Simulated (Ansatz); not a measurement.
# SiGe₂H (quartet): the correlation ladder, cc-pVDZ

The task here is to estimate one member of a computed series from the others.

The runs use Ansatz 0.2.0, Gaussian basis; cc-pVDZ, core rule «outside noble gas», up to 33 orbitals frozen.

Plan: UHF; CCSD(T) on ROHF; CCSD(T) on UHF; BCCD(T) on ROHF; CISD as a restricted active space (open shells left free, so some higher excitations enter); CCSDT(Q) on ROHF; CCSDT(Q) on UHF.

27 further runs of the same task are left out: 13 that didn't finish, 14 set aside as unsound or not needed. Runs told in other sessions of the task aren't counted.

### The system

The geometry is a PBE0/def2-TZVP stationary point (not a proven minimum). No spin-orbit coupling is included. The filled d shell of Ge may be among the frozen orbitals whatever the setting's name suggests.

4 atoms, charge 0, spin multiplicity 4.

Atoms are counted from 1 here; the program's logs count them from 0.

Bond lengths: Ge1–Ge2 2.396 Å, Ge2–Si3 2.335 Å, Si3–H4 1.535 Å. Angles: Ge1–Ge2–Si3 171.6°, Ge2–Si3–H4 83.1°.

The first run:

Input file in.yaml:

```yaml
crystal:
  periodic: [false, false, false]
  atoms:
    - {symbol: Ge, position_ang: [-0.000015, -0.338275, 2.950562]}
    - {symbol: Ge, position_ang: [-0.000058, -0.237035, 0.556558]}
    - {symbol: Si, position_ang: [-0.000003, -0.479908, -1.765641]}
    - {symbol: H, position_ang: [0.000075, 1.055218, -1.741479]}
basis:
  gaussian: {orbitals: cc-pVDZ}
magnetization: {spin_polarized: true, initial_magnetization: 3}
hamiltonian: {xc: hf}
output: {orbitals: {seedname: orbitals}}
```

Command:

```console
ansatz run in.yaml --threads 1 --pin off --events-out ev --progress --plain --max-ram 2393MiB
```

Among the steps run: UHF; CCSD(T) on ROHF; CCSD(T) on UHF; BCCD(T) on ROHF; CISD as a restricted active space (open shells left free, so some higher excitations enter); CCSDT(Q) on ROHF; CCSDT(Q) on UHF.

One table of the session follows, with a row left open; its other results are not shown here.

```
   method  from RCCSDT(Q) (kJ/mol)
     ROHF                   +711.6
      UHF                   +694.7
     RMP2                        ?
     UMP2                   +160.9
     CISD                   +121.2
    RCCSD                    +43.7
    UCCSD                    +42.8
 RCCSD(T)                    +10.1
 UCCSD(T)                     +9.9
  BCCD(T)                     +9.7
   RCCSDT                     +3.2
   UCCSDT                     +2.7
RCCSDT(Q)                        0
UCCSDT(Q)                     -0.7
```

Estimate the missing values for RMP2.

As computed: from RCCSDT(Q) (kJ/mol): +156.3. In the column «from RCCSDT(Q) (kJ/mol)» it lies between CISD (+121.2) and UMP2 (+160.9).

With the free atoms at the same levels and basis (separate runs), the atomisation energy is 6.660 eV at RCCSDT(Q), 6.585 eV at RCCSD(T), 6.567 eV at UCCSD(T), 4.451 eV at ROHF.

Caveats from the session: Restricted and unrestricted rows rest on different reference determinants; a gap between their highest levels can come from leftover correlation error, from unlike frozen cores or from another state.
